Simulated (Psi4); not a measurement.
**SiHCl2O2 (SMILES [O][Si](O)(Cl)Cl): a chain of runs**

We compute a geometry optimisation (UMP2/def2-SVP), then the harmonic vibrations of SiHCl2O2. 

Program for the calculation: Psi4 1.11.

### Step 1. The structure to begin with

The species is SiHCl2O2 (6 atoms), meant as a doublet with charge 0. As SMILES, `[O][Si](O)(Cl)Cl`. The coordinates come from a PBE0-D4/def2-TZVP relaxation. This is one conformer, not always the lowest. The run starts from this shape.

Bond lengths: O1–Si2 1.648 Å, Si2–O3 1.616 Å, Si2–Cl4 2.015 Å, Si2–Cl5 2.031 Å, O3–H6 0.960 Å. Angles: O1–Si2–O3 113.7°, O1–Si2–Cl4 113.2°, O1–Si2–Cl5 98.7°, O3–Si2–Cl4 105.7°, O3–Si2–Cl5 114.0°, Cl4–Si2–Cl5 111.7°, Si2–O3–H6 117.6°.

### Step 2. A structure relaxation at UMP2/def2-SVP (density fitting, density fitting for correlation) (run 1)

File cl2ho2si.xyz:

```xyz
6
Cl2HO2Si
O     -1.226100     0.180900     1.211600
Si    -0.270900     0.041200    -0.123700
O      1.051900    -0.855800     0.114900
Cl    -1.218400    -0.789200    -1.696000
Cl     0.111400     2.012000    -0.434200
H      1.594100    -0.653200     0.881200
```

File job.py:

```python
import psi4

psi4.set_memory(1600000000)
psi4.set_num_threads(1)
psi4.set_output_file('output.dat', False)

with open('cl2ho2si.xyz') as f:
    atoms = ''.join(f.readlines()[2:])
mol = psi4.geometry('0 2\n' + atoms + '')

psi4.set_options({
    'basis': 'def2-SVP',
    'reference': 'uhf',
    'geom_maxiter': 60,
    'num_frozen_docc': 17,
})

energy_value = psi4.optimize("mp2", molecule=mol)
print(f'total energy {energy_value:.8f} hartree = {energy_value * 27.211386:.5f} eV')
mol.save_xyz_file('final.xyz', False)
for k, v in sorted(psi4.core.scalar_variables().items()):
    print(f'{k:45s} {v:18.10f}')
```

Command:

```console
$ python job.py
```

output.dat:

```text
[...]
  Running in c1 symmetry.
[...]
  Nuclear repulsion =  366.858493986013968
[...]
  Multiplicity = 2
[...]
  Nalpha       = 33
  Nbeta        = 32
[...]
    Number of basis functions: 87
[...]
   @DF-UHF iter   1: -1357.49513500464468   -4.41989e-01   8.07973e-03 ADIIS/DIIS
[...]
	Warning: cc_lambda option is changed to TRUE
	For this residual convergence, default PCG convergence is:     1.00e-07
[...]
	DF-SCS-MP2 Total Energy (a.u.)     : -1358.52993163518158
	DF-SOS-MP2 Total Energy (a.u.)     : -1358.51842235887466
[...]
	Warning: cc_lambda option is changed to TRUE
	For this residual convergence, default PCG convergence is:     1.00e-07
[...]
	Warning: cc_lambda option is changed to TRUE
	For this residual convergence, default PCG convergence is:     1.00e-07
[...]
	Warning: cc_lambda option is changed to TRUE
	For this residual convergence, default PCG convergence is:     1.00e-07
[...]
   @DF-UHF iter  23: -1357.88072996323717    2.27374e-13   8.12682e-11 DIIS
[...]
   @S^2 Observed:                7.553899833E-01
[...]
  @DF-UHF Final Energy: -1357.88072996323717
   => Energetics <=
    Nuclear Repulsion Energy =            363.2588874241967574
    One-Electron Energy =               -2601.8696022037720468
    Two-Electron Energy =                 880.7299848163379465
    Total Energy =                      -1357.8807299632371723
  UHF NO Occupations:
  HONO-2 :   31  A 1.9994539
  HONO-1 :   32  A 1.9985163
[...]
 Multipole Moments:
 ------------------------------------------------------------------------------------
     Multipole            Electronic (a.u.)      Nuclear  (a.u.)        Total (a.u.)
 ------------------------------------------------------------------------------------
 L = 1.  Multiply by 2.5417464519 to convert [e a0] to [Debye]
 Dipole X            :         -1.5736330            2.1863748            0.6127418
 Dipole Y            :          1.5366435           -1.5257424            0.0109011
 Dipole Z            :         -2.0853032            2.4512983            0.3659951
 Magnitude           :                                                    0.7138093
[...]
	Warning: cc_lambda option is changed to TRUE
	For this residual convergence, default PCG convergence is:     1.00e-07
[...]
	DF-SCS-MP2 Total Energy (a.u.)     : -1358.53165728613430
	DF-SOS-MP2 Total Energy (a.u.)     : -1358.52025195913643
	DF-SCS(N)-MP2 Total Energy (a.u.)  : -1358.20069440812085
[...]
	DF-MP2 Total Energy (a.u.)         : -1358.55446794013028
[...]
    Final optimized geometry and variables:
    Molecular point group: c1
    Full point group: C1
    Geometry (in Angstrom), charge = 0, multiplicity = 2:
    O           -0.885566340963    -0.109162783839     1.674016157423
    SI           0.092030592251    -0.195600892057     0.302255341500
    O            1.427101002511    -1.114378402179     0.553609182682
    CL          -0.874958879147    -1.031100134132    -1.269647265520
    CL           0.497186708443     1.772960339713    -0.029369281212
    H            1.958401040084    -0.892269610086     1.327874986390
[...]
```

Standard output:

```text
Optimizer: Optimization complete!
total energy -1358.55446794 hartree = -36968.15003 eV
CURRENT CORRELATION ENERGY                         -0.6737379769
CURRENT ENERGY                                  -1358.5544679401
CURRENT REFERENCE ENERGY                        -1357.8807299632
DD SOLVATION ENERGY                                 0.0000000000
HF KINETIC ENERGY                                1357.3509726307
HF POTENTIAL ENERGY                             -2715.2317025939
HF TOTAL ENERGY                                 -1357.8807299632
HF VIRIAL RATIO                                     2.0003902877
MP2 CORRELATION ENERGY                             -0.6737379769
MP2 DOUBLES ENERGY                                 -0.6737379769
MP2 OPPOSITE-SPIN CORRELATION ENERGY               -0.4919399968
MP2 SAME-SPIN CORRELATION ENERGY                   -0.1817979800
MP2 SINGLES ENERGY                                  0.0000000000
MP2 TOTAL ENERGY                                -1358.5544679401
NUCLEAR REPULSION ENERGY                          363.2588874242
ONE-ELECTRON ENERGY                             -2601.8696022038
OPTIMIZATION ITERATIONS                             5.0000000000
PCM POLARIZATION ENERGY                             0.0000000000
PE ENERGY                                           0.0000000000
SCF ITERATION ENERGY                            -1357.8807299632
SCF ITERATIONS                                     23.0000000000
SCF TOTAL ENERGY                                -1357.8807299632
SCS(N)-MP2 CORRELATION ENERGY                      -0.3199644449
SCS(N)-MP2 TOTAL ENERGY                         -1358.2006944081
SCS-MP2 CORRELATION ENERGY                         -0.6509273229
SCS-MP2 TOTAL ENERGY                            -1358.5316572861
SOS-MP2 CORRELATION ENERGY                         -0.6395219959
SOS-MP2 TOTAL ENERGY                            -1358.5202519591
TWO-ELECTRON ENERGY                               880.7299848163
```

It took 28 s on 1 thread of Intel Xeon 6975P-C (Granite Rapids), shared host; peak memory 0.7 GiB.

Step by step:

```csv
step,energy from the first frame kept (eV),largest force (eV/Å)
0,0.0000,1.2130
1,-0.0371,0.2883
2,-0.0407,0.0811
3,-0.0412,0.0300
4,-0.0413,0.0112
```

After the run. Bond lengths: O1–Si2 1.687 Å, Si2–O3 1.640 Å, Si2–Cl4 2.026 Å, Si2–Cl5 2.037 Å, O3–H6 0.965 Å. Angles: O1–Si2–O3 112.1°, O1–Si2–Cl4 112.1°, O1–Si2–Cl5 101.4°, O3–Si2–Cl4 106.0°, O3–Si2–Cl5 113.9°, Cl4–Si2–Cl5 111.5°, Si2–O3–H6 116.2°.

### Step 3. The harmonic vibrations at UMP2/def2-SVP (density fitting, density fitting for correlation) (run 2)

File job.dat:

```
memory 1600 MB

molecule geom {
  0 2
  O
  Si 1 1.686682
  O 2 1.640045 1 112.07892
  Cl 2 2.025834 3 106.04793 1 -122.57221
  Cl 2 2.036998 3 113.85552 1 114.40544
  H 3 0.964935 2 116.24722 1 -52.01806
}

set {
  basis def2-SVP
  reference uhf
  t 900.0
  num_frozen_docc 17
  rotational_symmetry_number 1
}

result, w = frequency('mp2', return_wfn=True)
```

Command:

```console
$ psi4 job.dat job.out -n 1
```

job.out, shortened:

```text
[...]
  Running in c1 symmetry.
[...]
  Nuclear repulsion =  363.258841369994968
[...]
  Multiplicity = 2
[...]
  Nalpha       = 33
  Nbeta        = 32
[...]
    Number of basis functions: 87
[...]
   @DF-UHF iter   1: -1357.46039321464764   -5.07376e-01   8.26074e-03 ADIIS/DIIS
[...]
	Warning: cc_lambda option is changed to TRUE
	For this residual convergence, default PCG convergence is:     1.00e-07
[...]
	DF-SCS-MP2 Total Energy (a.u.)     : -1358.53165728791805
	DF-SOS-MP2 Total Energy (a.u.)     : -1358.52025196167961
[...]
   @DF-UHF iter  37: -1357.88068776917589    0.00000e+00   6.97393e-11 DIIS
[...]
   @S^2 Observed:                7.553900138E-01
[...]
  @DF-UHF Final Energy: -1357.88068776917589
   => Energetics <=
    Nuclear Repulsion Energy =            363.2550163021207936
    One-Electron Energy =               -2601.8626943440349351
    Two-Electron Energy =                 880.7269902727385897
    Total Energy =                      -1357.8806877691758928
  UHF NO Occupations:
  HONO-2 :   31  A 1.9994540
  HONO-1 :   32  A 1.9985163
[...]
 Multipole Moments:
[...]
	DF-SCS-MP2 Total Energy (a.u.)     : -1358.53165589828518
	DF-SOS-MP2 Total Energy (a.u.)     : -1358.52025024799536
	DF-SCS(N)-MP2 Total Energy (a.u.)  : -1358.20067036333444
[...]
	DF-MP2 Total Energy (a.u.)         : -1358.55446719886481
[...]
  ==> Harmonic Vibrational Analysis <==
[...]
  Freq [cm^-1]                 135.3844            201.6580            255.0020
[...]
  IR activ [km/mol]             5.8041              5.8143             25.7310
[...]
  Freq [cm^-1]                 263.1212            294.0650            320.8023
[...]
  IR activ [km/mol]            27.0941             36.1840             142.0198
[...]
  Freq [cm^-1]                 525.5053            651.2624            810.5001
[...]
  IR activ [km/mol]            57.8904             253.7976            245.2370
[...]
  Freq [cm^-1]                 885.1447            982.4520           3927.2893
[...]
  IR activ [km/mol]            199.6209            161.5939            199.1408
[...]
  Total E_0, Enthalpy at 0 [K]                                                        -1358.53338991 [Eh]
[...]
  Total H, Enthalpy at  900.00 [K]                                                    -1358.50067366 [Eh]
[...]
  Total G, Gibbs energy at  900.00 [K]                                                -1358.65978395 [Eh]
[...]
```

Standard output:

```text
Warning: used thermodynamics relations inappropriate for low-frequency modes: ['135.3844' '201.6580' '255.0020' '263.1212' '294.0650' '320.8023'
 '525.5053']
```

Wall time 2.9 min (1 thread of Intel Xeon 6975P-C (Granite Rapids), shared host); peak memory 0.74 GiB.

### Step 4. What came out

```
                                                                        quantity              value
                                   run 1, UMP2/def2-SVP: total energy at the end     -1358.55447 Eh
run 1, UMP2/def2-SVP: HOMO energy (Hartree–Fock orbitals) (highest over α and β)          -12.92 eV
 run 1, UMP2/def2-SVP: LUMO energy (Hartree–Fock orbitals) (lowest over α and β)            1.19 eV
              run 1, UMP2/def2-SVP: correlation energy (17 core orbitals frozen)         -673.7 mEh
                         run 1, UMP2/def2-SVP: ⟨S²⟩ of the reference determinant              0.755
                                run 2, UMP2/def2-SVP: lowest harmonic wavenumber           135 cm⁻¹
                               run 2, UMP2/def2-SVP: highest harmonic wavenumber          3927 cm⁻¹
                                         run 2, UMP2/def2-SVP: zero-point energy        55.3 kJ/mol
    run 2, UMP2/def2-SVP: ideal-gas entropy at 900 K (symmetry number 1 as used)  110.9 cal/(mol K)
```

In words: The optimisation (run 1, UMP2/def2-SVP) took 5 steps and changed the energy by -0.041 eV. All 12 modes (run 2, UMP2/def2-SVP) are real, so the shape is a minimum at this level.
